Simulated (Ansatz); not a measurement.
# CuNi2: the cost of one run

Program: Ansatz 0.2.0. Level of theory: DFT PBE, scalar-relativistic, plane waves, PAW. These are calculated values, not measurements.

**1. The system as given**

The structure is cubic, space group Fm-3m (No. 225). Conventional cell: a = 5.016 Å, b = 5.016 Å, c = 5.016 Å, α = 90.00°, β = 90.00°, γ = 90.00°. Around Cu (site symmetry m-3m) lie 8 Ni at 2.17 Å. Ni (site symmetry -43m) has 4 Cu at 2.17 Å as nearest neighbours.

As a file:

```cif
data_structure
_symmetry_space_group_name_H-M 'P 1'
_symmetry_Int_Tables_number 1
_cell_length_a 3.5469
_cell_length_b 3.5469
_cell_length_c 3.5469
_cell_angle_alpha 60.000
_cell_angle_beta 60.000
_cell_angle_gamma 60.000
_cell_volume 31.55
loop_
_atom_site_label
_atom_site_type_symbol
_atom_site_fract_x
_atom_site_fract_y
_atom_site_fract_z
_atom_site_occupancy
Cu1 Cu 0.00000 0.00000 0.00000 1
Ni1 Ni 0.25000 0.25000 0.25000 1
Ni2 Ni 0.75000 0.75000 0.75000 1
```

(A quick probe on a coarse mesh, which set the mesh and smearing, is not shown.)

**3. A loose first relaxation**

File input.yaml:

```yaml
crystal:
  lattice:
    - [0.0, 2.5080714417, 2.5080714417]
    - [2.5080714417, 0.0, 2.5080714417]
    - [2.5080714417, 2.5080714417, 0.0]
  atoms:
    - { symbol: Cu, position: [0.0, 0.0, 0.0], spin: 0.11 }
    - { symbol: Ni, position: [0.25, 0.25, 0.25], spin: 0.5 }
    - { symbol: Ni, position: [0.75, 0.75, 0.75], spin: 0.5 }
basis:
  ecutwfc: 420
kpoints:
  mp_grid: { grid: [6, 6, 6] }
hamiltonian:
  xc: pbe
scf:
  occupations: { method: gaussian, width: 0.1 }
  lower_state_search: "off"
output:
  forces: true
  stress: true
  eigenvalues: true
  populations: true
magnetization:
  spin_polarized: true
relax:
  adjacent_minimum: "off"
  f_tol: 0.04
  max_steps: 70
  cell: { stress_tol: 0.4 }
```

Run with:

```
$ ansatz run input.yaml --threads 1 --pin off --max-ram 2560MiB --backend cpu --events-out ev --progress --plain --runs-dir out
```

What time and memory should one allow on 1 thread of Arm Neoverse V1, shared host?

About 29 s, with a peak of 0.33 GiB.
